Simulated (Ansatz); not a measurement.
# ClGeH5OSi: the cost of one run

Program: Ansatz 0.2.0. Level of theory: RKS B3LYP/def2-SVP. These are calculated values, not measurements.

## (1) Starting point

Bond lengths: O1–Si2 1.703 Å, Si2–Cl3 2.077 Å, Si2–Ge4 2.356 Å, O1–H5 0.932 Å, Si2–H6 1.476 Å, Ge4–H7 1.575 Å, Ge4–H8 1.531 Å, Ge4–H9 1.475 Å. Angles: O1–Si2–Cl3 109.6°, O1–Si2–Ge4 108.8°, O1–Si2–H6 111.6°, Cl3–Si2–Ge4 108.6°, Cl3–Si2–H6 108.2°, Ge4–Si2–H6 110.0°, Si2–O1–H5 107.6°, Si2–Ge4–H7 106.5°, Si2–Ge4–H8 108.7°, Si2–Ge4–H9 109.2°, H7–Ge4–H8 109.3°, H7–Ge4–H9 111.7°, H8–Ge4–H9 111.3°.

Coordinates:

```xyz
9

O    -1.8053    0.1347    0.9907
Si   -0.6145    0.8100   -0.0218
Cl    0.3503    2.3579    0.9725
Ge    0.9712   -0.8534   -0.5409
H    -1.3788   -0.1766    1.7582
H    -1.2004    1.3536   -1.2628
H     0.1891   -2.0022   -1.2830
H     1.5537   -1.4001    0.7654
H     2.0232   -0.2702   -1.3954
```

## (2) Relaxing end A

Contents of input.yaml:

```yaml
crystal:
  periodic: [false, false, false]
  atoms:
    - { symbol: O, position_ang: [-1.8053, 0.1347, 0.9907] }
    - { symbol: Si, position_ang: [-0.6145, 0.81, -0.0218] }
    - { symbol: Cl, position_ang: [0.3503, 2.3579, 0.9725] }
    - { symbol: Ge, position_ang: [0.9712, -0.8534, -0.5409] }
    - { symbol: H, position_ang: [-1.3788, -0.1766, 1.7582] }
    - { symbol: H, position_ang: [-1.2004, 1.3536, -1.2628] }
    - { symbol: H, position_ang: [0.1891, -2.0022, -1.283] }
    - { symbol: H, position_ang: [1.5537, -1.4001, 0.7654] }
    - { symbol: H, position_ang: [2.0232, -0.2702, -1.3954] }
basis:
  gaussian: { orbitals: def2-SVP }
hamiltonian:
  xc: b3lyp
relax:
  f_tol: 0.015
  max_steps: 40
```

Command:

```
$ ansatz run input.yaml --threads 2 --pin off --max-ram 3072MiB --backend cpu --events-out ev --progress --plain --runs-dir out
```

Q: Estimate wall time and peak memory on 2 threads of Arm Neoverse V1, shared host.

About 28 s, with a peak of 0.25 GiB.
